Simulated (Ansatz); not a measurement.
**TaBr3F: from a guess to a relaxed structure**

Aim: relax a trial structure of TaBr3F and see where it ends.

Method: DFT PBE, scalar-relativistic, plane waves, PAW, in Ansatz 0.2.0.

## 1. The system as given

Symmetry: Pm-3m, No. 221, cubic system. Conventional cell: a = 5.030 Å, b = 5.030 Å, c = 5.030 Å, α = 90.00°, β = 90.00°, γ = 90.00°. Ta (site symmetry m-3m) has 12 Br at 3.56 Å as nearest neighbours. Br (site symmetry 4/mmm) has 2 F at 2.52 Å and 4 Ta at 3.56 Å and 8 Br at 3.56 Å as nearest neighbours. F (site symmetry m-3m) has 6 Br at 2.52 Å as nearest neighbours.

Coordinates:

```cif
data_structure
_symmetry_space_group_name_H-M 'Pm-3m'
_symmetry_Int_Tables_number 221
_cell_length_a 5.0300
_cell_length_b 5.0300
_cell_length_c 5.0300
_cell_angle_alpha 90.000
_cell_angle_beta 90.000
_cell_angle_gamma 90.000
_cell_volume 127.27
loop_
_atom_site_label
_atom_site_type_symbol
_atom_site_symmetry_multiplicity
_atom_site_Wyckoff_symbol
_atom_site_fract_x
_atom_site_fract_y
_atom_site_fract_z
_atom_site_occupancy
Ta1 Ta 1 a 0.00000 0.00000 0.00000 1
Br1 Br 3 c 0.50000 0.50000 0.00000 1
F1 F 1 b 0.50000 0.50000 0.50000 1
```

Recipe of the guess: species swapped into a database cell of Dy3InN (Pm-3m, No. 221), with Br on the Dy sites, Ta on the In sites and F on the N sites. Its size is a rough estimate.

## 2. The guess as it stands, on a coarse mesh

The input, input.yaml:

```yaml
crystal:
  lattice:
    - [5.03003332, 0.0, 0.0]
    - [0.0, 5.03003332, 0.0]
    - [0.0, 0.0, 5.03003332]
  atoms:
    - { symbol: Ta, position: [0.0, 0.0, 0.0] }
    - { symbol: Br, position: [0.5, 0.5, 0.0] }
    - { symbol: Br, position: [0.0, 0.5, 0.5] }
    - { symbol: Br, position: [0.5, 0.0, 0.5] }
    - { symbol: F, position: [0.5, 0.5, 0.5] }
basis:
  ecutwfc: 420
kpoints:
  mp_grid: { grid: [4, 4, 4] }
hamiltonian:
  xc: pbe
scf:
  occupations: { method: gaussian, width: 0.1 }
  lower_state_search: "off"
output:
  forces: true
  stress: true
  eigenvalues: true
```

Started as:

```
$ ansatz run input.yaml --threads 1 --pin off --max-ram 2048MiB --backend cpu --events-out ev --progress --plain --runs-dir out
```

Standard output (excerpt; [...] marks lines left out):

```text
Warning: RAYON_NUM_THREADS=1 ignored (pool sized by the plan → 1); use --threads N
[...]
Pseudopotentials: kind: paw
Pseudopotential: Ta, paw, valence charge 13, recommended cutoff 420 eV (normal), Ta.paw.azcp
Pseudopotential: Br, paw, valence charge 7, recommended cutoff 420 eV (normal), Br.paw.azcp
Pseudopotential: F, paw, valence charge 7, recommended cutoff 420 eV (normal), F.paw.azcp
Functional definition: PBE
[...]
Crystal: 5 atoms, lattice volume = 127.266 Å³
Basis set: ecut = 420 eV, 2517 PW (Γ), exchange–correlation on 72×72×72 points (8 copies of the dense FFT grid, shifted against one another)
Bands: 26, of which v1, the nominal top of the filled ones, is band 21 counted from 1 (20 counted from 0)
Symmetry: 48 space group operations
Space group: Pm-3m (ITA 221), of the structure as read, at distance tolerance 5.0e-5 Å
k-points: 10 of 64
[...]
SCF iter   1: F=—  HF=-19082.073985 eV  |F-HF|=—  |Δ(HF+E_count)|=         —  Δρ=1.49e-2  dr2=6.68e-1  ethr=1.77e-3  ⟨swp⟩=7.6  Hψ=2857  notcnv=0  defer=5
[...]
SCF iter   8: F=-19082.037514 eV  HF=-19082.037514 eV  |F-HF|=8.16e-8  |Δ(HF+E_count)|=   4.94e-8  Δρ=5.63e-6  dr2=8.86e-8  ethr=2.44e-10  ⟨swp⟩=9.1  Hψ=1378  notcnv=0
[...]
SCF converged after 8 iterations
Free energy (F): -19082.037514 eV
[...]
E sigma→0 (E₀):  -19082.016705 eV
Entropy (-TS):   -0.041618 eV (-8.324 meV/atom)
Fermi energy:    5.707882 eV
[...]
--- Forces (eV/Å), atoms counted from 1 ---
  atom   1  Ta    -0.00000000    -0.00000000    -0.00000000
  atom   2  Br     0.00000000    -0.00000000    -0.00000000
  atom   3  Br     0.00000000     0.00000000     0.00000000
  atom   4  Br     0.00000000    -0.00000000    -0.00000000
  atom   5  F      0.00000000     0.00000000    -0.00000000
[...]
--- Stress (GPa, compression-positive) ---
       -5.509627       0.000000       0.000000
        0.000000      -5.509627       0.000000
        0.000000      -0.000000      -5.509627
  P = ⅓ Tr σ = -5.5096 GPa (-55.096 kbar)
--- Band table (eV; the first three rows and the last of 10) ---
[...]
```

It took 3 s on 1 thread of Arm Neoverse V1, shared host; peak memory 0.36 GiB.

Read-out: pressure -5.5 GPa, largest force 0.00 eV/Å, gap on this mesh none (metal). A guess like this is first relaxed loosely on the coarse mesh.

## 3. A loose first relaxation

input.yaml, as its differences from that of step 2:

```diff
@@ -24 +24,6 @@
   eigenvalues: true
+relax:
+  adjacent_minimum: "off"
+  f_tol: 0.04
+  max_steps: 70
+  cell: { stress_tol: 0.4 }
```

Started as:

```
$ ansatz run input.yaml --threads 1 --pin off --max-ram 2048MiB --backend cpu --events-out ev --progress --plain --runs-dir out
```

Standard output (excerpt; [...] marks lines left out):

```text
Warning: RAYON_NUM_THREADS=1 ignored (pool sized by the plan → 1); use --threads N
[...]
[... 5 set-up lines as earlier in the session ...]
[...]
Crystal: 5 atoms, lattice volume = 127.266 Å³
Basis set: ecut = 420 eV, 2517 PW (Γ), exchange–correlation on 72×72×72 points (8 copies of the dense FFT grid, shifted against one another)
Bands: 26, of which v1, the nominal top of the filled ones, is band 21 counted from 1 (20 counted from 0)
[... 2 set-up lines as earlier in the session ...]
k-points: 10 of 64
[...]
--- Stress (GPa, compression-positive) ---
       -0.137475      -0.000000      -0.000000
       -0.000000      -0.137475      -0.000000
       -0.000000      -0.000000      -0.137475
  P = ⅓ Tr σ = -0.1375 GPa (-1.375 kbar)
--- Band table (eV; the first three rows and the last of 10) ---
[...]
--- Relaxed structure (2 steps of the walk, 2 accepted, 1 SCFs on fresh bases) ---
  F+E_penalty+E_count = -19082.39933828 eV   max|allowed force component| = 7.258e-30 eV/Å   (the final SCF, on the basis selected at the relaxed cell)
  cell:  # Å, volume = 109.5460 Å³
    - [4.784819195650001, 1.0271626370065257e-33, 2.0543252740130515e-33]
    - [1.0271626370065257e-33, 4.784819195650001, 0.0]
    - [2.0543252740130515e-33, 0.0, 4.784819195650001]
  atoms:
    - { symbol: Ta, position: [-2.08034792193066e-34, 1.9144306030036754e-35, -8.934009480683816e-36] }
    - { symbol: Br, position: [0.5, 0.5, -4.1479329731746304e-36] }
    - { symbol: Br, position: [4.562726270492085e-35, 0.5, 0.5] }
    - { symbol: Br, position: [0.5, -1.2762870686691162e-35, 0.5] }
    - { symbol: F, position: [0.5, 0.5, 0.5] }
```

Run time: 8.7 s. Hardware: 1 thread of Arm Neoverse V1, shared host; peak memory 0.37 GiB.

Relaxation path:

| step | E - E(step 1) (eV/cell) | largest force component (eV/Å) | pressure (GPa) | volume (Å³) |
| --- | --- | --- | --- | --- |
| 1 | 0.0000 | 0.0000 | -5.51 | 127.27 |
| 2 | -0.3675 | 0.0000 | -0.03 | 109.55 |
| 3 | -0.3618 | 0.0000 | -0.14 | 109.55 |

Step 1 is the start. Step 3 repeats the geometry before it on a plane-wave basis chosen anew for that cell, so its energy need not be comparable with the rows above.

|  | before | after | change |
| --- | --- | --- | --- |
| a (Å) | 5.030 | 4.785 | -4.9 % |
| b (Å) | 5.030 | 4.785 | -4.9 % |
| c (Å) | 5.030 | 4.785 | -4.9 % |
| volume (Å³/atom) | 25.45 | 21.91 | -13.9 % |
| shortest distance (Å) | 2.515 | 2.392 | -4.9 % |
| space group (0.01 Å) | Pm-3m | Pm-3m | same |

Forces and stress were held to the start's 48 operations: a distortion of lower symmetry was not tested.

## 4. Relaxation on the finer mesh

The end of the coarse run is made exact in the group found at a tolerance of 0.06 Å and reduced to its primitive cell.

The input, input.yaml:

```yaml
crystal:
  lattice:
    - [4.7848191957, 0.0, 0.0]
    - [0.0, 4.7848191957, 0.0]
    - [0.0, 0.0, 4.7848191957]
  atoms:
    - { symbol: Ta, position: [0.0, 0.0, 0.0] }
    - { symbol: Br, position: [0.5, 0.5, 0.0] }
    - { symbol: Br, position: [0.0, 0.5, 0.5] }
    - { symbol: Br, position: [0.5, 0.0, 0.5] }
    - { symbol: F, position: [0.5, 0.5, 0.5] }
basis:
  ecutwfc: 420
kpoints:
  mp_grid: { grid: [8, 8, 8] }
hamiltonian:
  xc: pbe
scf:
  occupations: { method: gaussian, width: 0.1 }
output:
  forces: true
  stress: true
  eigenvalues: true
relax:
  adjacent_minimum: "off"
  f_tol: 0.01
  max_steps: 80
  cell: { stress_tol: 0.05 }
```

Started as:

```
$ ansatz run input.yaml --threads 1 --pin off --max-ram 2048MiB --backend cpu --events-out ev --progress --plain --runs-dir out
```

Standard output (excerpt; [...] marks lines left out):

```text
Warning: RAYON_NUM_THREADS=1 ignored (pool sized by the plan → 1); use --threads N
[...]
[... 5 set-up lines as earlier in the session ...]
[...]
Crystal: 5 atoms, lattice volume = 109.546 Å³
Basis set: ecut = 420 eV, 2103 PW (Γ), exchange–correlation on 64×64×64 points (8 copies of the dense FFT grid, shifted against one another)
Bands: 26, of which v1, the nominal top of the filled ones, is band 21 counted from 1 (20 counted from 0)
[... 1 set-up line as earlier in the session ...]
Space group: Pm-3m (ITA 221), of the structure as read, at distance tolerance 4.8e-5 Å
k-points: 35 of 512
[...]
  atom   3  Br     0.00000000     0.00000000    -0.00000000
  atom   4  Br     0.00000000    -0.00000000    -0.00000000
  atom   5  F      0.00000000     0.00000000    -0.00000000
[...]
--- Stress (GPa, compression-positive) ---
       -0.008617       0.000000       0.000000
       -0.000000      -0.008617       0.000000
        0.000000       0.000000      -0.008617
  P = ⅓ Tr σ = -0.0086 GPa (-0.086 kbar)
--- Band table (eV; the first three rows and the last of 35) ---
[...]
--- Relaxed structure (1 steps of the walk, 1 accepted, 1 SCFs on fresh bases) ---
  F+E_penalty+E_count = -19082.29370182 eV   max|allowed force component| = 1.173e-29 eV/Å   (the final SCF, on the basis selected at the relaxed cell)
  cell:  # Å, volume = 109.5460 Å³
    - [4.7848191957, 0.0, 0.0]
    - [0.0, 4.7848191957, 0.0]
    - [0.0, 0.0, 4.7848191957]
  atoms:
    - { symbol: Ta, position: [0.0, 0.0, 0.0] }
    - { symbol: Br, position: [0.5, 0.5, 0.0] }
    - { symbol: Br, position: [0.0, 0.5, 0.5] }
    - { symbol: Br, position: [0.5, 0.0, 0.5] }
    - { symbol: F, position: [0.5, 0.5, 0.5] }
```

Wall time 16 s (1 thread of Arm Neoverse V1, shared host); peak memory 0.41 GiB.

The steps of the relaxation:

| step | E - E(step 1) (eV/cell) | largest force component (eV/Å) | pressure (GPa) | volume (Å³) |
| --- | --- | --- | --- | --- |
| 1 | 0.0000 | 0.0000 | -0.01 | 109.55 |
| 2 | 0.0000 | 0.0000 | -0.01 | 109.55 |

Step 1 is the start. Step 2 repeats the geometry before it on a plane-wave basis chosen anew for that cell, so its energy need not be comparable with the rows above.

|  | before | after | change |
| --- | --- | --- | --- |
| a (Å) | 4.785 | 4.785 | 0.0 % |
| b (Å) | 4.785 | 4.785 | 0.0 % |
| c (Å) | 4.785 | 4.785 | 0.0 % |
| volume (Å³/atom) | 21.91 | 21.91 | 0.0 % |
| shortest distance (Å) | 2.392 | 2.392 | 0.0 % |
| space group (0.01 Å) | Pm-3m | Pm-3m | same |

Forces and stress were held to the start's 48 operations: a distortion of lower symmetry was not tested.

## 5. Results

| quantity | value |
| --- | --- |
| symmetry at the end (tolerance 0.05 Å) | space group Pm-3m (No. 221) |
| conventional cell | a = 4.785 Å, b = 4.785 Å, c = 4.785 Å, α = 90.00°, β = 90.00°, γ = 90.00° |
| volume | 21.91 Å³/atom |
| energy over the elements (uncorrected; H, N, O, F and Cl as molecules) | +1.03 eV/atom |
| gap on the mesh | none (metal) |

**Reading.** The space group Pm-3m (No. 221) is kept, and the volume per atom shrinks by 13.9 % from the first guess. The formation energy is positive, so the separate elements lie lower. No finished test with a distortion of lower symmetry is shown, so the end may be a saddle point. Spin-orbit coupling is left out for Ta. The final runs have no spin polarisation, so no magnetic state was tried and one may lie lower.
